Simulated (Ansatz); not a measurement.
Geometry optimisation, Ansatz 0.2.0, DFT PBE-D3(BJ), scalar-relativistic, plane waves, PAW.

Input file:

```yaml
crystal:
  lattice:
    - [6.32, 0.0, 0.0]
    - [0.0, 6.32, 0.0]
    - [0.0, 0.0, 6.32]
  atoms:
    - { symbol: Ti, position: [-0.0057144, -0.0078951, 0.0051177] }
    - { symbol: W, position: [0.4960478, 0.0056284, 0.0009385] }
    - { symbol: W, position: [-0.0010472, 0.5019864, -0.0030755] }
    - { symbol: W, position: [0.002345, -0.0007755, 0.5014004] }
    - { symbol: W, position: [0.2532833, 0.2532637, 0.2572157] }
    - { symbol: W, position: [0.5011791, 0.495548, 0.01258] }
    - { symbol: W, position: [0.5024486, 0.000633, 0.5020615] }
    - { symbol: W, position: [0.7569623, 0.2587744, 0.2459617] }
    - { symbol: W, position: [0.0006759, 0.5004448, 0.4916033] }
    - { symbol: W, position: [0.2579284, 0.7514472, 0.2516582] }
    - { symbol: W, position: [0.2497243, 0.2425488, 0.748028] }
    - { symbol: W, position: [0.5049601, 0.5107039, 0.5040969] }
    - { symbol: W, position: [0.7492032, 0.758285, 0.2513225] }
    - { symbol: W, position: [0.7537185, 0.2468905, 0.7474872] }
    - { symbol: W, position: [0.7530003, 0.7512464, 0.7546481] }
basis:
  ecutwfc: 420.0
kpoints:
  mp_grid: { grid: [3, 3, 3] }
hamiltonian:
  xc: pbe
  dispersion: d3bj
  pseudopotentials: { kind: paw, azcp: { folder: soft_1 } }
scf:
  occupations: { method: fermi_dirac, width: 0.1 }
  lower_state_search: "off"
relax:
  f_tol: 0.03
  max_steps: 60
  adjacent_minimum: "off"
```

Launched with:

```bash
$ ansatz run input.yaml --threads 4 --pin off --max-ram 10240MiB --backend cpu --events-out ev --progress --plain --runs-dir out
```

Task: Where does it end, and by what steps?

Result: The run converged. Limits of this set-up: coarse k mesh, a small cell, in which the defect meets its images. After 5 steps the energy has fallen by 0.491 eV; W6 moved furthest, 0.12 Å.

```tsv
step	energy less start (eV)	largest force component (eV/Å)	accepted
0	0.0000	1.650	yes
1	-0.1275	1.345	yes
2	-0.4808	0.118	yes
3	-0.4889	0.058	yes
4	-0.4904	0.043	yes
5	-0.4910	0.004	yes
```

```xyz
15
Lattice="6.3200 0.0000 0.0000 0.0000 6.3200 0.0000 0.0000 0.0000 6.3200" Properties=species:S:1:pos:R:3
Ti 0.061 -0.043 -0.042
W 3.167 0.003 0.004
W 0.015 3.172 0.004
W 0.015 0.004 3.173
W 1.586 1.583 1.584
W 3.135 3.203 -0.017
W 3.135 -0.018 3.204
W 4.740 1.599 1.600
W 0.036 3.203 3.204
W 1.601 4.737 1.614
W 1.601 1.613 4.738
W 3.168 3.171 3.172
W 4.755 4.752 1.584
W 4.755 1.583 4.753
W 4.726 4.737 4.738
```

Whether the end is a true minimum wasn't checked by a vibrational analysis.

Run time: 78 s on 4 threads of Arm Neoverse V1 (shared host), peak memory 1.1 GiB.
